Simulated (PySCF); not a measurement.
# AsO: the cost of one run

Computed with PySCF 2.14.0. Level: each script names its method and basis.

2 further runs of the same task are left out: 2 that didn't finish.

### Step 1. The system as given

AsO: 2 atoms, charge 0, spin multiplicity 2.

Bond lengths: As1–O2 1.864 Å.

### Step 2. Base script

Contents of input.py:

```python
from pyscf import gto, dft

mol = gto.M(
    atom='As 0 0 0; O 0 0 1.864',
    basis='cc-pvdz-dk',
    charge=0,
    spin=1,
    verbose=3,
)
mf = dft.UKS(mol, xc='bp86')
mf = mf.sfx2c1e()
mf.kernel()
g = mf.nuc_grad_method()
g.grid_response = True
g.kernel()
mf.dip_moment()
print('orbital energies (hartree):', [e[max(0, n-3):n+3].round(4) for e, n in zip(mf.mo_energy, mol.nelec)])
```

Command:

```sh
> OMP_NUM_THREADS=1 python input.py
```

**Question.** How long does this run take on 1 thread of Arm Neoverse V2, shared host, and how much memory does it need?

About 4.2 s, with a peak of 0.23 GiB.
